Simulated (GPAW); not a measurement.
Crystal: YCuF5.

```
Y Cu F
1.0
    -2.11615    3.47550    4.03327
     2.11615   -3.47550    4.03327
     2.11615    3.47550   -4.03327
Y Cu F
1 1 5
Direct
  0.50000 0.50000 0.00000
  0.00000 0.00000 0.00000
  0.50000 0.00000 0.50000
  0.77434 0.77434 0.00000
  0.22565 0.22565 0.00000
  0.18689 0.50000 0.68689
  0.81311 0.50000 0.31311
```

The cell comes from a database or a generator and needn't be the stable form of this composition.

Base run:

* Program: GPAW 26.7.0
* Functional: LDA
* Potentials or basis: the program's PAW data sets (release 1.2.1) made for this functional
* Cutoff: 800 eV
* Basis: pw
* k mesh: 5 × 5 × 5
* Occupations: fermi-dirac, width 0.05 eV
* Spin: no spin polarisation

Its results: pressure -8.3 GPa; largest force 0.177 eV/Å.

Task: The run is repeated on the same cell with these changes: cutoff from 800 eV to 600 eV. What comes out?

Result: Pressure -7.1 GPa; largest force 0.171 eV/Å.

Caveats: with this Cu data set, volumes or pressures lay over 1.5 % or 2 GPa off other programs in two to four cells of ten; an odd number of electrons without spin polarisation forces a metal; a magnetic or distorted state may lie lower; the run has no spin polarisation, though such a crystal can be magnetic; the cutoff is short for stress and forces, so pressures can be off by a GPa or more (some runs).

Not every run made on this cell is shown here.
